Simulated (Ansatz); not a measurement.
# GaH4N: the cost of one run

Method: PBE0-D4/def2-TZVP structures, single points in def2-TZVPP, no counterpoise correction; program: Ansatz 0.2.0, Gaussian basis.

Levels: SPW92, PBE-D4, BLYP-D4, r2SCAN-D4, B97M-V, PBE0-D4, B3LYP-D4, r2SCAN0-D4, BHLYP-D4, CAM-B3LYP-D4, wB97X-V, wB97M-V, B2PLYP, PBE-QIDH, RPA on PBE, Hartree-Fock, MP2, CCSD, CCSD(T).

Cores are frozen in the correlated methods. Filled d shells of the heavier atoms are correlated. B3LYP uses VWN-RPA correlation. B2PLYP carries no dispersion term here.

78 further runs of the same task are left out: 78 set aside as unsound or not needed.

## 1. The starting structure

The complex: 8 atoms, charge 0, spin multiplicity 1.

Atoms are counted from 1 here; the program's logs count them from 0.

Bond lengths: Ga1–H3 1.561 Å, Ga1–H4 1.561 Å, Ga1–N6 1.815 Å, H2–H5 0.748 Å, N6–H7 1.006 Å, N6–H8 1.006 Å. Angles: H3–Ga1–H4 126.4°, H3–Ga1–N6 116.8°, H4–Ga1–N6 116.8°, Ga1–N6–H7 124.0°, Ga1–N6–H8 124.0°, H7–N6–H8 111.9°.

Coordinates:

```xyz
8
charge 0, multiplicity 1
Ga   -0.8972    0.3668    0.0752
H     0.7954   -0.4988   -2.4038
H    -0.8509    1.8094   -0.5195
H    -1.8872   -0.7705   -0.3289
H     1.1928   -0.6135   -1.7809
N     0.3038   -0.0194    1.3796
H     0.3612   -0.9082    1.8464
H     0.9819    0.6342    1.7317
```

Its parts: GaNH4 holds atoms 1, 3, 4, 6, 7, 8; H2 holds atoms 2, 5. Each part counts its atoms afresh in its own runs.

## 2. Relaxing GaNH4 alone

File relax-a/in.yaml:

```yaml
crystal:
  periodic: [false, false, false]
  atoms:
    - {symbol: Ga, position_ang: [-0.897169, 0.366810, 0.075236]}
    - {symbol: H, position_ang: [-0.850862, 1.809430, -0.519484]}
    - {symbol: H, position_ang: [-1.887238, -0.770489, -0.328918]}
    - {symbol: N, position_ang: [0.303776, -0.019435, 1.379620]}
    - {symbol: H, position_ang: [0.361195, -0.908220, 1.846369]}
    - {symbol: H, position_ang: [0.981922, 0.634182, 1.731749]}
basis:
  gaussian: {orbitals: def2-TZVP}
hamiltonian: {xc: pbe0, dispersion: d4}
relax: {f_tol: 0.005, max_steps: 200}
```

Command:

```
$ ansatz run in.yaml --threads 2 --pin off --events-out ev --progress --plain --max-ram 4352MiB
```

**Question.** How long does this run take on 2 threads of Intel Xeon Platinum 8488C, shared host?

About 5 s.
